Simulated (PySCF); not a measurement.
# 4-amino-1-fluorobenzene: NMR shifts in gas and solvents, part 2 of 2

PySCF 2.14.0. Atoms count from 0. Earlier steps stand in the parts before.

### 7 Shielding tensors: WP04/pcSseg-2 in chloroform

What the job is given:

```
{"job": {"kind": "nmr", "xc": "WP04", "basis": "pcSseg-2", "pop": false, "solvent": "chloroform"}, "charge": 0, "multiplicity": 1}
N      2.328159    -0.045317    -0.003968
C      0.939252    -0.018827    -0.005393
C      0.248565     1.192429    -0.061577
C     -1.134642     1.227319    -0.003801
C     -1.834475     0.043752     0.112103
F     -3.177035     0.074688     0.167010
C     -1.181661    -1.170399     0.170644
C      0.201834    -1.197507     0.112457
H      2.770964     0.751550    -0.431238
H      2.739106    -0.912344    -0.308918
H      0.802399     2.121298    -0.147690
H     -1.672089     2.166465    -0.049078
H     -1.755205    -2.084699     0.260218
H      0.718800    -2.149937     0.163076
```

With the program's defaults for keys left out, this is: GIAO WP04/pcSseg-2 NMR shielding, non-relativistic, IEF-PCM chloroform.

Output:

```text
coarse grid: 12384 points
cycle   1  E = -395.4414514022  dE =  1.279e+00  |g| = 9.335e-01  |ddm| = 3.443e+00
cycle   2  E = -395.3292368279  dE =  1.122e-01  |g| = 1.246e+00  |ddm| = 1.979e+00
cycle   3  E = -395.5937251431  dE = -2.645e-01  |g| = 1.825e-01  |ddm| = 1.210e+00
cycle   4  E = -395.6005494288  dE = -6.824e-03  |g| = 5.434e-02  |ddm| = 1.780e-01
cycle   5  E = -395.6011949701  dE = -6.455e-04  |g| = 2.166e-02  |ddm| = 5.240e-02
cycle   6  E = -395.6013068483  dE = -1.119e-04  |g| = 5.833e-03  |ddm| = 2.046e-02
cycle   7  E = -395.6013151070  dE = -8.259e-06  |g| = 1.288e-03  |ddm| = 4.859e-03
final grid: 122080 points
cycle   8  E = -395.6101726909  dE = -2.152e-04  |g| = 1.004e-02  |ddm| = 1.389e-01
cycle   9  E = -395.6101538494  dE =  1.884e-05  |g| = 1.415e-02  |ddm| = 1.815e-02
cycle  10  E = -395.6101940425  dE = -4.019e-05  |g| = 1.831e-03  |ddm| = 1.055e-02
cycle  11  E = -395.6101945806  dE = -5.381e-07  |g| = 5.609e-04  |ddm| = 2.305e-03
cycle  12  E = -395.6101946340  dE = -5.339e-08  |g| = 2.656e-04  |ddm| = 6.000e-04
cycle  13  E = -395.6101946508  dE = -1.679e-08  |g| = 6.910e-05  |ddm| = 2.303e-04
cycle  14  E = -395.6101946519  dE = -1.129e-09  |g| = 1.378e-05  |ddm| = 5.539e-05
cycle  15  E = -395.6101946520  dE = -3.831e-11  |g| = 3.218e-06  |ddm| = 1.171e-05
converged SCF energy = -395.6101946520

GIAO shielding tensors (ppm)
atom      isotropic    diamagn.    paramagn.     s11        s22        s33       span
  0 N      179.570     313.994    -134.424    147.172    156.056    235.481     88.308
  1 C       18.601     255.876    -237.275    -73.194     -7.255    136.252    209.446
  2 C       51.452     255.540    -204.089    -36.356     39.798    150.913    187.269
  3 C       49.375     254.093    -204.719    -39.671     32.599    155.196    194.868
  4 C        5.209     255.192    -249.983    -72.069     21.482     66.215    138.284
  5 F      318.871     473.311    -154.439    254.174    336.345    366.093    111.919
  6 C       49.427     254.107    -204.680    -39.578     32.622    155.237    194.815
  7 C       51.528     255.523    -203.995    -36.203     39.829    150.958    187.161
  8 H       28.124      30.750      -2.626     21.410     27.196     35.766     14.356
  9 H       28.126      30.748      -2.621     21.413     27.196     35.770     14.358
 10 H       25.214      32.390      -7.176     21.725     24.852     29.064      7.339
 11 H       24.906      30.255      -5.349     21.969     24.776     27.973      6.005
 12 H       24.905      30.253      -5.347     21.969     24.779     27.968      6.000
 13 H       25.218      32.392      -7.174     21.725     24.863     29.064      7.339
```

Run time: 48 s. Hardware: 1 thread of Intel Xeon 6975P-C, shared host; peak memory 1.9 GiB.

In short: δ C4 169.9, C1 156.5, C3 125.7, C2 123.6, H11 6.96, H10 6.65 ppm (means over like atoms).

### 8 NMR shieldings: wB97X-D/pcSseg-2 in chloroform

Same as in step 7 but for these lines:

```diff
@@ -1,2 +1,2 @@
-{"job": {"kind": "nmr", "xc": "WP04", "basis": "pcSseg-2", "pop": false, "solvent": "chloroform"}, "charge": 0, "multiplicity": 1}
+{"job": {"kind": "nmr", "xc": "wB97X-D", "basis": "pcSseg-2", "pop": false, "solvent": "chloroform"}, "charge": 0, "multiplicity": 1}
 N      2.328159    -0.045317    -0.003968
```

Level: GIAO wB97X-D/pcSseg-2 NMR shielding, non-relativistic, IEF-PCM chloroform.

Output:

```text
coarse grid: 12384 points
cycle   1  E = -386.8034094223  dE =  1.738e+00  |g| = 5.504e-01  |ddm| = 3.109e+00
cycle   2  E = -386.8211627581  dE = -1.775e-02  |g| = 5.332e-01  |ddm| = 8.310e-01
cycle   3  E = -386.8621623388  dE = -4.100e-02  |g| = 6.605e-02  |ddm| = 3.764e-01
cycle   4  E = -386.8629010594  dE = -7.387e-04  |g| = 2.834e-02  |ddm| = 7.821e-02
cycle   5  E = -386.8630772468  dE = -1.762e-04  |g| = 6.413e-03  |ddm| = 4.488e-02
cycle   6  E = -386.8630872800  dE = -1.003e-05  |g| = 1.691e-03  |ddm| = 1.641e-02
cycle   7  E = -386.8630883948  dE = -1.115e-06  |g| = 6.007e-04  |ddm| = 8.503e-03
final grid: 122080 points
cycle   8  E = -386.8694522182  dE = -2.404e-04  |g| = 8.964e-03  |ddm| = 8.411e-02
cycle   9  E = -386.8694528717  dE = -6.535e-07  |g| = 9.587e-03  |ddm| = 1.409e-02
cycle  10  E = -386.8694665395  dE = -1.367e-05  |g| = 6.971e-04  |ddm| = 5.992e-03
cycle  11  E = -386.8694666153  dE = -7.581e-08  |g| = 4.150e-04  |ddm| = 1.314e-03
cycle  12  E = -386.8694666505  dE = -3.520e-08  |g| = 8.041e-05  |ddm| = 4.279e-04
cycle  13  E = -386.8694666524  dE = -1.906e-09  |g| = 3.365e-05  |ddm| = 1.737e-04
cycle  14  E = -386.8694666529  dE = -5.050e-10  |g| = 9.002e-06  |ddm| = 8.783e-05
converged SCF energy = -386.8694666529

GIAO shielding tensors (ppm)
atom      isotropic    diamagn.    paramagn.     s11        s22        s33       span
  0 N      195.550     313.795    -118.245    165.899    167.517    253.234     87.335
  1 C       28.955     253.163    -224.208    -68.066      4.554    150.377    218.443
  2 C       62.049     253.225    -191.175    -26.723     50.140    162.731    189.454
  3 C       59.325     252.803    -193.478    -31.997     42.964    167.009    199.006
  4 C       17.481     251.702    -234.221    -66.190     37.473     81.159    147.349
  5 F      322.499     470.424    -147.925    259.232    334.844    373.421    114.188
  6 C       59.373     252.805    -193.432    -31.905     42.977    167.047    198.952
  7 C       62.134     253.230    -191.095    -26.562     50.188    162.777    189.339
  8 H       27.953      30.895      -2.942     21.001     26.803     36.054     15.052
  9 H       27.955      30.888      -2.933     21.004     26.803     36.059     15.055
 10 H       24.603      32.420      -7.817     21.079     24.304     28.427      7.348
 11 H       24.320      30.735      -6.416     21.401     24.247     27.311      5.910
 12 H       24.319      30.732      -6.412     21.401     24.251     27.307      5.906
 13 H       24.608      32.420      -7.812     21.080     24.316     28.427      7.347
```

It took 62 s on 1 thread of Intel Xeon 6975P-C, shared host; peak memory 2 GiB.

This run: δ C4 169.6, C1 158.2, C3 127.8, C2 125.0, H11 7.29, H10 7.01 ppm (means over like atoms).

### 9 Side by side: NMR shifts

Shifts (ppm) of some atoms, chosen among heavy atoms and hydrogens apart, means over like atoms, with basis size and wall time (the measured row can stand on another reference than the computed rows):

```csv
run,C4,C1,C3,C2,H10,H8,F5,functions,time
PBE0/pcSseg-2,168.1,152.9,125.1,122.1,6.74,3.26,-134.6,372,54 s
KT3/pcSseg-2,158.5,141.3,113.5,111.3,6.48,3.21,-149.1,372,64 s
wB97X-D/pcSseg-2,169.6,155.6,127.1,123.7,6.77,3.22,-130.5,372,60 s
B97-2/pcSseg-2,165.3,150.1,122.4,119.5,6.67,3.25,-133.9,372,45 s
WP04/pcSseg-2 in chloroform,169.9,156.5,125.7,123.6,6.65,3.74,-139.9,372,48 s
wB97X-D/pcSseg-2 in chloroform,169.6,158.2,127.8,125.0,7.01,3.66,-135.3,372,62 s
measured,156.7,–,–,–,–,–,-127.3,–,–
```

Measured: solution, CDCl3; Viesser, Ducati, Tormena, Autschbach, PCCP 2018 (ESI); G. Saielli, R. Bini, A. Bagno, Computational 19F NMR. 2. Organic compounds, RSC Adv. 2014, ESI (exp. from Berger-Braun-Kalinowski 1994 and Everett 1995).

### 10 What came out

The summary covers parts 1 to 2.

```
                                                               quantity                                       value
                                                            point group                                          Cs
                                   rotational constants (main isotopes)                        5.67, 1.46, 1.16 GHz
¹³C shifts against TMS (PBE0/pcSseg-2, means over atoms taken as alike)              168.1, 152.9, 125.1, 122.1 ppm
 ¹H shifts against TMS (PBE0/pcSseg-2, means over atoms taken as alike)                        7.10, 6.74, 3.26 ppm
                                 ¹⁵N shifts against NH3 (PBE0/pcSseg-2)                                    71.2 ppm
                               ¹⁹F shifts against CFCl3 (PBE0/pcSseg-2)                                  -134.6 ppm
                               measured, and computed on the same scale  C4 δ 156.7, 168.1; F5 δ -127.3, -134.6 ppm
                                  surface potential, 1st and 99th percentile                          -1.07 V and 2.04 V
                       range of the shift of F5 (wB97X-D/pcSseg-2 runs)                        -135.3 to -130.5 ppm
```

**Reading.** Relaxing lowered the energy by 0.174 eV in 10 steps; the close pair that moved most is C2–C3, from 1.328 to 1.385 Å. At PBE0/pcSseg-2: The widest tensor belongs to C1: span 211 ppm, with a paramagnetic part of -222 ppm. The one measured ¹³C shift is missed by +11.4 ppm (computed less measured, unscaled). The one measured ¹⁹F shift is missed by -7.3 ppm (computed less measured, unscaled). Vibration, temperature and solvent are missing from the calculation, and it holds one conformer, so part of the miss against the measured shifts is not the functional's. NICS(1)zz of -25 ppm above the planar ring from C1 marks a diatropic (aromatic) ring current. By nearest atom (PBE0/pcSseg-2), the HOMO sits on N0 23 %; C4 18 % and the LUMO on 4 C atoms about 17 % each. At one level, wB97X-D/pcSseg-2: Across the 2 runs the shift of F5 moves most, between -135.3 (wB97X-D/pcSseg-2 in chloroform) and -130.5 ppm (wB97X-D/pcSseg-2).
